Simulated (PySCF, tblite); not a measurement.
# C₂H₉ClO₂SSi₂: geometry, infrared bands and NMR shifts

Aim: predict the infrared bands and NMR shifts of C₂H₉ClO₂SSi₂ (`O=S(=O)(Cl)CC([SiH3])[SiH3]`).

The runs use tblite 0.8.0 and PySCF 2.14.0, with density-fitted response routines of our own; the level of theory stands in each step. All values are computed, except where a source is named. Atoms are numbered from 0 throughout.

## Step 1: Starting geometry

17 atoms, charge 0, multiplicity 1; geometry from: force field or distance geometry start.

Bonds of the start (Å): O0–S1 1.45, S1–O2 1.45, S1–Cl3 2.05, S1–C4 1.78, C4–C5 1.54, C5–Si6 1.87, C5–Si7 1.88, C4–H8 1.10, C4–H9 1.10, C5–H10 1.10, Si6–H11 1.49, Si6–H12 1.49, Si6–H13 1.49, Si7–H14 1.48, Si7–H15 1.47, Si7–H16 1.49.

## Step 2: Optimising the geometry with GFN2-xTB

The job: settings as JSON, then the geometry in Å.

```
{"job": {"kind": "relax", "xc": "GFN2-xTB", "basis": "xTB"}, "charge": 0, "multiplicity": 1}
O      1.517700    -1.520900     1.468900
S      1.915700    -0.783400     0.281000
O      2.526000     0.524400     0.368600
Cl     3.370300    -1.953000    -0.566600
C      0.570800    -0.761400    -0.880000
C     -0.685100     0.055600    -0.519900
Si    -1.647200    -0.476500     0.987100
Si    -0.469200     1.906600    -0.289200
H      1.007200    -0.381900    -1.820700
H      0.293700    -1.810600    -1.045600
H     -1.367900    -0.066600    -1.368700
H     -3.003000     0.129600     0.984900
H     -0.953300    -0.127200     2.257400
H     -1.818100    -1.951100     0.911100
H      0.210000     2.238100     0.977500
H      0.319900     2.408800    -1.424300
H     -1.794500     2.581300    -0.331400
```

The run is started by

```sh
$ OMP_NUM_THREADS=1 python probes_run.py task.json out
```

The driver reads the jobs from task.json and runs them one after another.

What it wrote:

```text
step      E/eV     max force
  0    -768.76884    1.793
  1    -768.88920    0.887
  2    -768.93023    0.636
  3    -768.95999    0.494
  4    -768.98540    0.463
  5    -769.01514    0.466
  6    -769.04313    0.474
  7    -769.07000    0.454
  8    -769.09316    0.354
  9    -769.10635    0.318
 10    -769.11515    0.210
 11    -769.12287    0.219
 12    -769.13198    0.245
 13    -769.14231    0.263
 14    -769.15203    0.239
 15    -769.16093    0.230
 16    -769.16999    0.285
 17    -769.17796    0.221
 18    -769.18439    0.188
 19    -769.19010    0.198
 20    -769.19614    0.193
 21    -769.20335    0.235
 22    -769.21128    0.194
 23    -769.21799    0.217
 24    -769.22212    0.146
 25    -769.22461    0.115
 26    -769.22662    0.102
 27    -769.22833    0.101
 28    -769.22969    0.096
 29    -769.23087    0.097
 30    -769.23212    0.099
 31    -769.23350    0.107
 32    -769.23475    0.079
 33    -769.23559    0.061
 34    -769.23614    0.062
 35    -769.23669    0.066
 36    -769.23749    0.075
 37    -769.23880    0.113
 38    -769.24080    0.144
 39    -769.24326    0.135
 40    -769.24538    0.091
 41    -769.24694    0.120
 42    -769.24828    0.121
 43    -769.24953    0.095
 44    -769.25051    0.072
 45    -769.25106    0.038
 46    -769.25132    0.029
 47    -769.25149    0.031
 48    -769.25167    0.036
 49    -769.25186    0.027
 50    -769.25201    0.026
 51    -769.25213    0.029
 52    -769.25226    0.032
 53    -769.25244    0.031
 54    -769.25270    0.034
 55    -769.25295    0.027
 56    -769.25307    0.019
 57    -769.25310    0.011
 58    -769.25311    0.010
```

It took 1.1 s on 1 thread of Intel Xeon Platinum 8259CL at 2.50GHz, shared host; peak memory 0.18 GiB.

Relaxation path: (not every step is listed)

```tsv
step	energy from step 0 (eV)	largest force (eV/Å)
0	0.0000	1.7926
1	-0.1204	0.8869
2	-0.1614	0.6360
3	-0.1911	0.4938
4	-0.2166	0.4626
5	-0.2463	0.4656
6	-0.2743	0.4735
7	-0.3012	0.4541
8	-0.3243	0.3543
12	-0.3631	0.2445
16	-0.4012	0.2854
20	-0.4273	0.1935
24	-0.4533	0.1464
28	-0.4609	0.0962
32	-0.4659	0.0793
36	-0.4687	0.0747
40	-0.4765	0.0909
44	-0.4817	0.0720
48	-0.4828	0.0355
52	-0.4834	0.0321
53	-0.4836	0.0310
54	-0.4839	0.0342
55	-0.4841	0.0269
56	-0.4842	0.0189
57	-0.4843	0.0110
58	-0.4843	0.0099
```

Close pairs (by a distance rule), those that changed most:

```tsv
bond	before (Å)	after (Å)	change (Å)
C5–Si6	1.865	1.917	+0.052
C5–Si7	1.878	1.917	+0.040
Si6–H12	1.489	1.454	-0.035
C4–C5	1.541	1.506	-0.035
O0–S1	1.454	1.428	-0.026
Si6–H13	1.486	1.464	-0.023
Si7–H14	1.475	1.454	-0.021
S1–O2	1.446	1.428	-0.018
```

The next job starts from the end point, and lists it.

## Step 3: Vibrational analysis with GFN2-xTB

The job: settings as JSON, then the geometry in Å.

```
{"job": {"kind": "ir", "xc": "GFN2-xTB", "basis": "xTB"}, "charge": 0, "multiplicity": 1}
O      1.197037    -1.318289     1.458801
S      1.646315    -0.660577     0.273963
O      2.170686     0.662187     0.390496
Cl     3.155244    -1.805343    -0.473287
C      0.410615    -0.747784    -1.014985
C     -0.733788     0.088999    -0.505887
Si    -1.486979    -0.671177     1.084710
Si    -0.210970     1.923457    -0.311799
H      0.889291    -0.358274    -1.911805
H      0.179178    -1.805037    -1.132457
H     -1.512185     0.056529    -1.276087
H     -2.903966    -0.284069     1.028328
H     -0.933232    -0.144254     2.321172
H     -1.418342    -2.129588     0.981525
H      0.254108     2.276182     1.019705
H      0.738248     2.253525    -1.375991
H     -1.448257     2.675543    -0.566312
```

What it wrote:

```text
mode    cm-1     km/mol
  1     -30.2      0.15
  2      83.7      4.30
  3     107.3     16.89
  4     141.1      4.83
  5     200.2      0.17
  6     201.3      5.94
  7     231.1      0.02
  8     242.0      2.01
  9     283.7      3.78
 10     317.2     49.64
 11     341.1      8.25
 12     362.7     15.31
 13     471.5     43.92
 14     510.0     30.56
 15     510.5     47.83
 16     532.2    197.59
 17     549.2      0.01
 18     601.8    280.54
 19     650.2    146.94
 20     720.0     31.88
 21     735.2    166.49
 22     762.6    328.45
 23     767.9    247.70
 24     804.2    329.75
 25     813.3     53.86
 26     826.9      1.18
 27     842.0    405.61
 28     880.8      1.61
 29    1025.6     39.09
 30    1071.6      5.27
 31    1121.2     98.78
 32    1128.7     22.60
 33    1142.6    170.95
 34    1258.5      6.32
 35    1272.6    404.66
 36    1427.2      4.72
 37    2218.3      3.96
 38    2230.2    786.38
 39    2268.2    319.92
 40    2271.1    183.27
 41    2349.6      8.40
 42    2361.9    459.18
 43    2916.0     30.14
 44    2976.1     19.49
 45    2979.8     10.88
```

Wall time 2.7 s (1 thread of Intel Xeon Platinum 8259CL at 2.50GHz, shared host); peak memory 0.18 GiB.

The strongest bands and the atoms that carry them (share of the mass-weighted mode):

```tsv
cm⁻¹	km/mol	atoms
602	280.5	C4 16 %, H11 14 %, H16 14 %, H13 13 %
763	328.4	H13 25 %, H15 25 %, H14 17 %, H12 17 %
804	329.8	H13 26 %, H15 23 %, H11 20 %, H16 18 %
842	405.6	H16 24 %, H11 23 %, H14 23 %, H12 23 %
1273	404.7	S1 44 %, O2 28 %, O0 28 %
2230	786.4	H11 52 %, H16 43 %
2268	319.9	H15 59 %, H13 35 %
2362	459.2	H12 54 %, H14 42 %
```

## Step 4: Shielding tensors: PBE0/pcSseg-1

Same as in step 3 but for these lines:

```diff
@@ -1,2 +1,2 @@
-{"job": {"kind": "ir", "xc": "GFN2-xTB", "basis": "xTB"}, "charge": 0, "multiplicity": 1}
+{"job": {"kind": "nmr", "xc": "PBE0", "basis": "pcSseg-1"}, "charge": 0, "multiplicity": 1}
 O      1.197037    -1.318289     1.458801
```

Level: GIAO PBE0/pcSseg-1 NMR shielding, non-relativistic, gas phase.

What it wrote:

```text
coarse grid: 16424 points
cycle   1  E = -1668.1885730869  dE =  1.623e+00  |g| = 1.137e+00  |ddm| = 3.972e+00
cycle   2  E = -1667.5122699074  dE =  6.763e-01  |g| = 2.231e+00  |ddm| = 2.624e+00
cycle   3  E = -1668.4212371365  dE = -9.090e-01  |g| = 1.728e-01  |ddm| = 1.892e+00
cycle   4  E = -1668.4268282410  dE = -5.591e-03  |g| = 9.179e-02  |ddm| = 2.764e-01
cycle   5  E = -1668.4287965616  dE = -1.968e-03  |g| = 1.566e-02  |ddm| = 9.793e-02
cycle   6  E = -1668.4288543452  dE = -5.778e-05  |g| = 3.586e-03  |ddm| = 2.208e-02
cycle   7  E = -1668.4288569231  dE = -2.578e-06  |g| = 1.113e-03  |ddm| = 4.226e-03
final grid: 140528 points
cycle   8  E = -1668.4962420800  dE = -2.594e-05  |g| = 1.036e-02  |ddm| = 2.660e-02
cycle   9  E = -1668.4962082646  dE =  3.382e-05  |g| = 1.623e-02  |ddm| = 2.241e-02
cycle  10  E = -1668.4962622432  dE = -5.398e-05  |g| = 2.067e-03  |ddm| = 1.504e-02
cycle  11  E = -1668.4962629775  dE = -7.342e-07  |g| = 4.051e-04  |ddm| = 1.803e-03
cycle  12  E = -1668.4962630164  dE = -3.891e-08  |g| = 1.086e-04  |ddm| = 5.144e-04
cycle  13  E = -1668.4962630182  dE = -1.874e-09  |g| = 5.935e-05  |ddm| = 1.259e-04
cycle  14  E = -1668.4962630189  dE = -6.285e-10  |g| = 1.379e-05  |ddm| = 5.570e-05
converged SCF energy = -1668.4962630189

GIAO shielding tensors (ppm)
atom      isotropic    diamagn.    paramagn.     s11        s22        s33       span
  0 O       31.755     401.382    -369.627    -52.530     47.961     99.833    152.363
  1 S      157.772    1050.412    -892.640     22.709    116.802    333.805    311.095
  2 O       31.784     401.382    -369.597    -52.569     47.987     99.935    152.504
  3 Cl     349.258    1144.484    -795.226    -22.352     63.517   1006.611   1028.963
  4 C      109.948     258.474    -148.526     79.256    104.161    146.427     67.171
  5 C      191.906     259.002     -67.096    182.212    190.724    202.782     20.570
  6 Si     409.326     880.280    -470.954    362.041    401.557    464.381    102.340
  7 Si     409.418     880.271    -470.854    362.123    401.660    464.470    102.347
  8 H       27.946      31.880      -3.934     24.409     27.603     31.827      7.418
  9 H       27.950      31.882      -3.932     24.414     27.610     31.825      7.411
 10 H       30.903      32.958      -2.056     26.123     27.003     39.583     13.459
 11 H       27.666      29.553      -1.887     23.793     25.400     33.805     10.012
 12 H       27.576      29.824      -2.248     24.155     26.679     31.893      7.738
 13 H       27.669      29.823      -2.155     24.224     25.995     32.786      8.562
 14 H       27.576      29.818      -2.242     24.164     26.666     31.899      7.735
 15 H       27.665      29.819      -2.154     24.214     26.002     32.779      8.565
 16 H       27.665      29.549      -1.884     23.791     25.399     33.803     10.012
```

It took 63 s on 1 thread of Intel Xeon Platinum 8259CL at 2.50GHz, shared host; peak memory 0.87 GiB.

The references, computed at this level on geometries of the same kind, shield at (ppm): 1H TMS 31.72, 13C TMS 186.9, 29Si TMS 349.2, 17O H2O 336.1, 33S CS2 504, 35Cl HCl 950. Their shielding less the atom's gives the shift. The references are single molecules in the gas phase, so shifts against H2O, NH3, PH3, H3PO4 or CFCl3 are not on the usual liquid scales and can be off by tens of ppm. Atoms listed in one row are averaged.

```tsv
atoms	environment	σ (ppm)	δ (ppm)	δ scaled to CDCl3
C4	sp3 CH2 bonded to S	109.9	77.0	68.8
C5	sp3 CH bonded to 2 Si	191.9	-5.0	-6.8
H11, H12, H13, H14, H15, H16	hydrogen on a silicon bonded to C	27.64	4.08	–
H8, H9	hydrogen on an sp3 CH2 bonded to S	27.95	3.77	3.66
H10	hydrogen on an sp3 CH bonded to 2 Si	30.90	0.81	0.87
O0, O2	S=O oxygen	31.8	304.3	–
S1	sulfonyl sulfur	158	346	–
Cl3	chlorine bonded to S	349	601	–
Si6, Si7	silicon bonded to C, 3 H	409.4	-60.2	–
```

The scaled column applies a straight-line fit of computed shieldings to shifts measured in CDCl3, with any fitted terms for Cl, Br or S neighbours (root-mean-square error 0.16 ppm for H, 1.9 ppm for C).

The run also stored atomic charges by several schemes (e):

```tsv
atoms	Mulliken	IAO	Hirshfeld	ESP fit
O0, O2	-0.47	-0.82	-0.24	-0.33
S1	0.94	1.96	0.54	0.61
Cl3	-0.13	-0.27	-0.06	-0.07
C4	-0.27	-0.42	-0.07	-0.45
C5	-0.86	-0.66	-0.19	-0.06
Si6, Si7	0.53	0.59	0.28	0.30
```

Mayer bond orders: O0–S1 1.73, S1–O2 1.73, S1–Cl3 0.87, S1–C4 0.86, C4–C5 1.00, C5–Si6 0.83, C5–Si7 0.83.

## Step 5: What came out

| quantity | value |
| --- | --- |
| strongest single infrared mode (GFN2-xTB) | 2230 cm⁻¹, 786 km/mol |
| zero-point energy (GFN2-xTB) | 65.1 kcal/mol |
| 13C shifts against TMS (PBE0/pcSseg-1) | 77.0, -5.0 ppm |
| 1H shifts against TMS (PBE0/pcSseg-1, means over atoms taken as alike) | 4.08, 3.77, 0.81 ppm |
| 17O shifts against H2O (PBE0/pcSseg-1, means over atoms taken as alike) | 304.3 ppm |
| 33S shifts against CS2 (PBE0/pcSseg-1) | 346 ppm |
| 35Cl shifts against HCl (PBE0/pcSseg-1) | 601 ppm |
| 29Si shifts against TMS (PBE0/pcSseg-1, means over atoms taken as alike) | -60.2 ppm |

In words: Relaxing lowered the energy by 0.484 eV in 58 steps; the close pair that moved most is C5–Si6, from 1.865 to 1.917 Å. The lowest mode is imaginary (30i cm⁻¹), so the xTB geometry is not a minimum. The strongest single mode, at 2230 cm⁻¹, moves mainly H11 and H16. GFN2-xTB is a fitted tight-binding method: band positions and strengths are rough. Its intensities can rank the bands wrongly. At PBE0/pcSseg-1: The widest tensor belongs to Cl3: span 1029 ppm, with a paramagnetic part of -795 ppm.
